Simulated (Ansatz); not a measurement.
# AlCu: energies up the ladder

An exercise on one series of results from a longer session: the logs are not shown, and one member is left open.

Computed with Ansatz 0.2.0 (the levels named in each step, unless a step's input says otherwise).

## The system as given

Bond lengths: Al1–Cu2 2.393 Å.

As a file:

```xyz
2

Al    0.0000    0.0000    0.0000
Cu    0.0000    0.0000    2.3926
```

The first run:

input.yaml reads:

```yaml
crystal:
  periodic: [false, false, false]
  atoms:
    - { symbol: Al, position_ang: [0.0, 0.0, 0.0] }
    - { symbol: Cu, position_ang: [0.0, 0.0, 2.39258] }
basis:
  gaussian: { orbitals: def2-SVP }
hamiltonian:
  xc: pbe
  dispersion: d4
relax:
  f_tol: 0.03
  max_steps: 200
```

On the command line:

```bash
$ ansatz run input.yaml --threads 2 --pin off --max-ram 5120MiB --backend cpu --events-out ev --progress --plain --runs-dir out
```

Steps of the session up to this table: A rough first relaxation, PBE-D4/def2-SVP; Relaxation, PBE0-D4/def2-TZVPP; Frequencies, PBE0-D4/def2-TZVPP; Single point, PBE-D4/def2-TZVPP; Single point, r2SCAN-D4/def2-TZVPP; Single point, B3LYP-D4/def2-TZVPP; Single point, wB97M-V/def2-TZVPP; Single point, B2PLYP/def2-TZVPP; Single point, LDA/def2-TZVPP; Single point, PBE0-D4/def2-SVP; Single point, PBE-D4/def2-SVP; The cation of multiplicity 2 at the same geometry, PBE0-D4/def2-TZVPP; The cation of multiplicity 2 at the same geometry, PBE-D4/def2-TZVPP; The cation of multiplicity 2 at the same geometry, r2SCAN-D4/def2-TZVPP; The cation of multiplicity 2 at the same geometry, B3LYP-D4/def2-TZVPP; The cation of multiplicity 2 at the same geometry, wB97M-V/def2-TZVPP; The cation of multiplicity 2 at the same geometry, B2PLYP/def2-TZVPP.

One of the session's tables, all rows but one given; the rest of the session is left out.

It belongs to the step «Vertical ionisation energy». 

```
               level  vertical ionisation energy (eV)
   PBE-D4/def2-TZVPP                            7.065
r2SCAN-D4/def2-TZVPP                                ?
 B3LYP-D4/def2-TZVPP                            6.954
  wB97M-V/def2-TZVPP                            6.661
   B2PLYP/def2-TZVPP                            6.801
```

**Question.** Estimate the row for r2SCAN-D4/def2-TZVPP.

The run gave: vertical ionisation energy (eV): 6.872. In the column «vertical ionisation energy (eV)» it lies between B2PLYP/def2-TZVPP (6.801) and B3LYP-D4/def2-TZVPP (6.954).
